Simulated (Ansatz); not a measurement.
# BH4NSSi: one species, many methods

An exercise on one series of results from a longer session: the logs are not shown, and one member is left open.

The runs use Ansatz 0.2.0, Gaussian basis; functionals in def2-TZVPP, the program's frozen cores in correlated methods.

Levels to be run: LDA (SPW92), PBE-D4, revPBE-D4, BLYP-D4, r2SCAN-D4, B97M-V, PBE0-D4, B3LYP-D4, r2SCANh-D4, r2SCAN0-D4, HSE06-D4, BHLYP-D4, CAM-B3LYP-D4, LC-ωPBE, ωB97X-V, ωB97M-V, B2PLYP, PBE-QIDH; CCSD(T)/def2-SVP; CCSD(T)/def2-TZVPP; MP2/def2-QZVPP; extrapolation to the limit; RPA on PBE.

1 further run of the same task is left out (it didn't finish).

**The relaxed structure**

An earlier PBE0-D4 in a triple-zeta def2 set relaxation fixed the geometry.

SMILES `NB1[SiH2]S1`, 8 atoms, charge 0, spin multiplicity 1.

Atoms are counted from 1 here; the program's logs count them from 0.

Bond lengths: N1–B2 1.381 Å, N1–H5 1.007 Å, N1–H6 1.004 Å, B2–Si3 1.930 Å, B2–S4 1.806 Å, Si3–S4 2.163 Å, Si3–H7 1.484 Å, Si3–H8 1.484 Å. Angles: B2–N1–H5 123.1°, B2–N1–H6 122.5°, H5–N1–H6 114.3°, N1–B2–Si3 154.1°, N1–B2–S4 135.2°, Si3–B2–S4 70.7°, B2–Si3–S4 52.0°, B2–Si3–H7 124.1°, B2–Si3–H8 124.1°, S4–Si3–H7 114.8°, S4–Si3–H8 114.7°, H7–Si3–H8 110.7°, B2–S4–Si3 57.3°.

The first run:

Input file in.yaml:

```yaml
crystal:
  periodic: [false, false, false]
  atoms:
    - {symbol: N, position_ang: [-0.610155, 1.583461, -0.302397]}
    - {symbol: B, position_ang: [-0.166143, 0.275486, -0.280383]}
    - {symbol: Si, position_ang: [0.608923, -1.281224, 0.556670]}
    - {symbol: S, position_ang: [-0.081631, -1.068972, -1.482527]}
    - {symbol: H, position_ang: [-1.004075, 2.017230, -1.120919]}
    - {symbol: H, position_ang: [-0.566061, 2.182659, 0.502592]}
    - {symbol: H, position_ang: [2.067817, -1.511040, 0.697664]}
    - {symbol: H, position_ang: [-0.156575, -2.254800, 1.373499]}
basis:
  gaussian: {orbitals: def2-TZVPP}
hamiltonian: {xc: lda}
output: {orbitals: {seedname: orbitals}}
```

Among the steps run: LDA; PBE-D4 (GGA); revPBE-D4 (GGA); BLYP-D4 (GGA); r2SCAN-D4 (meta-GGA); B97M-V (meta-GGA); PBE0-D4 (hybrid); B3LYP-D4 (hybrid); r2SCANh-D4 (hybrid); r2SCAN0-D4 (hybrid); HSE06-D4 (hybrid); BHLYP-D4 (hybrid); CAM-B3LYP-D4 (range-separated); LC-ωPBE (range-separated); ωB97X-V (range-separated); ωB97M-V (range-separated); B2PLYP (double hybrid); PBE-QIDH (double hybrid).

One of the session's tables, all rows but one given; the rest of the session is left out.

It belongs to the step «Orbital energies across the functionals». 

| functional | HOMO (eV) | gap (eV) |
| --- | --- | --- |
| LDA (SPW92) | -5.98 | 4.54 |
| PBE-D4 | -5.86 | 4.61 |
| revPBE-D4 | -5.81 | 4.64 |
| BLYP-D4 | -5.70 | 4.66 |
| r2SCAN-D4 | -6.06 | 5.03 |
| B97M-V | ? | ? |
| PBE0-D4 | -6.93 | 6.58 |
| B3LYP-D4 | -6.72 | 6.23 |
| r2SCANh-D4 | -6.46 | 5.74 |
| r2SCAN0-D4 | -7.06 | 6.82 |
| HSE06-D4 | -6.54 | 5.80 |
| BHLYP-D4 | -7.88 | 8.54 |
| CAM-B3LYP-D4 | -8.18 | 8.98 |
| LC-ωPBE | -9.48 | 11.35 |
| ωB97X-V | -9.15 | 10.96 |
| ωB97M-V | -8.96 | 10.50 |

Estimate the missing values for B97M-V.

As computed: HOMO (eV): -6.11; gap (eV): 5.09. In the column «HOMO (eV)» it lies between r2SCANh-D4 (-6.46) and r2SCAN-D4 (-6.06).
